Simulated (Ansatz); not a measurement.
# TaRu: a tetragonal deformation path

Aim: for TaRu, follow a tetragonal deformation at fixed volume.

Computed with Ansatz 0.2.0 (DFT PBEsol, scalar-relativistic, plane waves, PAW, unless a step's input says otherwise).

## Step 1: The system as given

It takes space group P4/mmm (No. 123, tetragonal). The conventional cell has a = 3.053 Å, b = 3.053 Å, c = 3.389 Å, α = 90.00°, β = 90.00°, γ = 90.00°. Ta (site symmetry 4/mmm) has 8 Ru at 2.74 Å and 4 Ta at 3.05 Å as nearest neighbours. Ru (site symmetry 4/mmm) is surrounded by 8 Ta at 2.74 Å and 4 Ru at 3.05 Å.

As a file:

```cif
data_structure
_symmetry_space_group_name_H-M 'P4/mmm'
_symmetry_Int_Tables_number 123
_cell_length_a 3.0530
_cell_length_b 3.0530
_cell_length_c 3.3890
_cell_angle_alpha 90.000
_cell_angle_beta 90.000
_cell_angle_gamma 90.000
_cell_volume 31.59
loop_
_atom_site_label
_atom_site_type_symbol
_atom_site_symmetry_multiplicity
_atom_site_Wyckoff_symbol
_atom_site_fract_x
_atom_site_fract_y
_atom_site_fract_z
_atom_site_occupancy
Ta1 Ta 1 d 0.50000 0.50000 0.50000 1
Ru1 Ru 1 a 0.00000 0.00000 0.00000 1
```

The cell is taken as given, not relaxed at this level.

## Step 2: Zero of energy

Reference values: F = -15623.5874 eV; pressure -5.18 GPa; largest force 0.000 eV/Å; gap on the mesh none (metal). It was computed beforehand with the settings of the runs below.

## Step 3: Next: a tetragonal deformation path

At fixed volume and fractional coordinates, lengths along (0.000, 0.000, 1.000) are scaled against those across it; ρ is that ratio over its starting value.

## Step 4: ρ = 0.850

File input.yaml:

```yaml
crystal:
  lattice:
    - [3.2229519371, 0.0, 0.0]
    - [0.0, 3.2229519371, 0.0]
    - [0.0, 0.0, 3.0410076966]
  atoms:
    - { symbol: Ta, position: [0.5, 0.5, 0.5] }
    - { symbol: Ru, position: [0.0, 0.0, 0.0] }
basis:
  ecutwfc: 420
kpoints:
  mp_grid: { grid: [18, 18, 16] }
hamiltonian:
  xc: pbesol
scf:
  occupations: { method: gaussian, width: 0.15 }
output:
  forces: true
  stress: true
  eigenvalues: true
  write_density: true
  write_potential: true
  elf: true
  volumetric_format: npy
```

Launch:

```bash
> ansatz run input.yaml --threads 1 --pin off --max-ram 2560MiB --backend cpu --events-out ev --progress --plain --runs-dir out
```

## Step 5: ρ = 1.200

File input.yaml:

```yaml
crystal:
  lattice:
    - [2.8729829962, 0.0, 0.0]
    - [0.0, 2.8729829962, 0.0]
    - [0.0, 0.0, 3.8270053223]
  atoms:
    - { symbol: Ta, position: [0.5, 0.5, 0.5] }
    - { symbol: Ru, position: [0.0, 0.0, 0.0] }
basis:
  ecutwfc: 420
kpoints:
  mp_grid: { grid: [18, 18, 16] }
hamiltonian:
  xc: pbesol
scf:
  occupations: { method: gaussian, width: 0.15 }
output:
  forces: true
  stress: true
  eigenvalues: true
```

## Step 6: Point ρ = 0.920

input.yaml: that of step 5 with these lines changed.

```diff
@@ -2,5 +2,5 @@
   lattice:
-    - [2.8729829962, 0.0, 0.0]
-    - [0.0, 2.8729829962, 0.0]
-    - [0.0, 0.0, 3.8270053223]
+    - [3.1390449054, 0.0, 0.0]
+    - [0.0, 3.1390449054, 0.0]
+    - [0.0, 0.0, 3.2057534653]
   atoms:
```

## Step 7: ρ = 1.100

input.yaml: that of step 6 with these lines changed.

```diff
@@ -2,5 +2,5 @@
   lattice:
-    - [3.1390449054, 0.0, 0.0]
-    - [0.0, 3.1390449054, 0.0]
-    - [0.0, 0.0, 3.2057534653]
+    - [2.9575305717, 0.0, 0.0]
+    - [0.0, 2.9575305717, 0.0]
+    - [0.0, 0.0, 3.6113259804]
   atoms:
```

## Step 8: ρ = 0.960

input.yaml: that of step 7 with these lines changed.

```diff
@@ -2,5 +2,5 @@
   lattice:
-    - [2.9575305717, 0.0, 0.0]
-    - [0.0, 2.9575305717, 0.0]
-    - [0.0, 0.0, 3.6113259804]
+    - [3.0948271154, 0.0, 0.0]
+    - [0.0, 3.0948271154, 0.0]
+    - [0.0, 0.0, 3.2980132101]
   atoms:
```

## Step 9: At ρ = 1.050

input.yaml: that of step 8 with these lines changed.

```diff
@@ -2,5 +2,5 @@
   lattice:
-    - [3.0948271154, 0.0, 0.0]
-    - [0.0, 3.0948271154, 0.0]
-    - [0.0, 0.0, 3.2980132101]
+    - [3.0037494522, 0.0, 0.0]
+    - [0.0, 3.0037494522, 0.0]
+    - [0.0, 0.0, 3.501045607]
   atoms:
```

## Step 10: Point ρ = 0.800

input.yaml: that of step 9 with these lines changed.

```diff
@@ -2,5 +2,5 @@
   lattice:
-    - [3.0037494522, 0.0, 0.0]
-    - [0.0, 3.0037494522, 0.0]
-    - [0.0, 0.0, 3.501045607]
+    - [3.2887445543, 0.0, 0.0]
+    - [0.0, 3.2887445543, 0.0]
+    - [0.0, 0.0, 2.9205516658]
   atoms:
@@ -20 +20,5 @@
   eigenvalues: true
+  write_density: true
+  write_potential: true
+  elf: true
+  volumetric_format: npy
```

## Step 11: Point ρ = 1.300

input.yaml: that of step 10 with these lines changed.

```diff
@@ -2,5 +2,5 @@
   lattice:
-    - [3.2887445543, 0.0, 0.0]
-    - [0.0, 3.2887445543, 0.0]
-    - [0.0, 0.0, 2.9205516658]
+    - [2.7973427786, 0.0, 0.0]
+    - [0.0, 2.7973427786, 0.0]
+    - [0.0, 0.0, 4.036768123]
   atoms:
```

(Steps that only read results are left out.)

What does the calculation give? Wanted: highest point.

The runs gave:

| quantity | value |
| --- | --- |
| highest point | 211.1 meV/atom at ρ = 1.300 |

**Reading.** No sampled point lies below the undisturbed cell. Further dips among the sampled points: ρ = 0.850 (24.6 meV/atom); whether they survive relaxation was not tested. Spin-orbit coupling is left out for Ta.
